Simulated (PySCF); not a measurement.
# RbCl: changing the method

What do other methods print for RbCl?

Computed with PySCF 2.14.0. Level: method and basis as typed in the scripts.

4 further runs of the same task are left out: 4 that didn't finish.

## Step 1: The system as given

RbCl: 2 atoms, charge 0, spin multiplicity 1.

Bond lengths: Rb1–Cl2 2.818 Å.

## Step 2: The base run

The input, input.py:

```python
from pyscf import gto, dft

mol = gto.M(
    atom='Rb 0 0 0; Cl 0 0 2.818',
    basis='sto-3g',
    charge=0,
    spin=0,
    verbose=4,
)
mf = dft.UKS(mol, xc='pw6b95')
mf.kernel()
mf.dip_moment()
print('orbital energies (hartree):', [e[max(0, n-3):n+3].round(4) for e, n in zip(mf.mo_energy, mol.nelec)])
```

Launch:

```sh
$ OMP_NUM_THREADS=1 python input.py
```

The log of this run is left out.

In short: E(SCF) = -3365.982559 Eh, 7 cycles, μ = 10.65 D.

No relativity is included for the heavy element. The bond length is a typed value, not an optimised one.

## Step 3: M06

Edit 1 changes functional: pw6b95 → m06.

The input, input.py:

```python
from pyscf import gto, dft

mol = gto.M(
    atom='Rb 0 0 0; Cl 0 0 2.818',
    basis='sto-3g',
    charge=0,
    spin=0,
    verbose=4,
)
mf = dft.UKS(mol, xc='m06')
mf.kernel()
mf.dip_moment()
print('orbital energies (hartree):', [e[max(0, n-3):n+3].round(4) for e, n in zip(mf.mo_energy, mol.nelec)])
```

Launch:

```sh
$ OMP_NUM_THREADS=1 python input.py
```

## Step 4: Bhandhlyp

Edit 2 changes functional: pw6b95 → bhandhlyp.

Changes to input.py since step 2:

```diff
@@ -9,3 +9,3 @@
 )
-mf = dft.UKS(mol, xc='pw6b95')
+mf = dft.UKS(mol, xc='bhandhlyp')
 mf.kernel()
```

## Step 5: Polarisability

Edit 3 changes step after the SCF: none → polarizability.

Changes to input.py since step 2:

```diff
@@ -1,2 +1,3 @@
 from pyscf import gto, dft
+from pyscf.prop.polarizability import uhf as pol
 
@@ -11,2 +12,4 @@
 mf.kernel()
+print('polarizability (a.u.)')
+print(pol.Polarizability(mf).polarizability().round(4))
 mf.dip_moment()
```

**Question.** What will these runs give? Wanted: for each run, E(SCF); from base; gap; SCF dipole.

**Answer**, as computed:

```
           run  E(SCF) (hartree)  from base (eV)  cycles  gap (eV)  SCF dipole (D)
          base      -3365.982559               0       7      5.14           10.65
           m06      -3364.276035  not comparable       7      4.88           10.61
     bhandhlyp      -3364.512757  not comparable       8      7.06           10.94
polarisability      -3365.982559          0.0000       7      5.14           10.65
```

The gap between the frontier levels is 4.9 eV with m06 (27 % exact exchange) and 7.1 eV with bhandhlyp (50 %): exact exchange opens it. Total energies of different functionals can't be compared with each other; differences within one functional can.
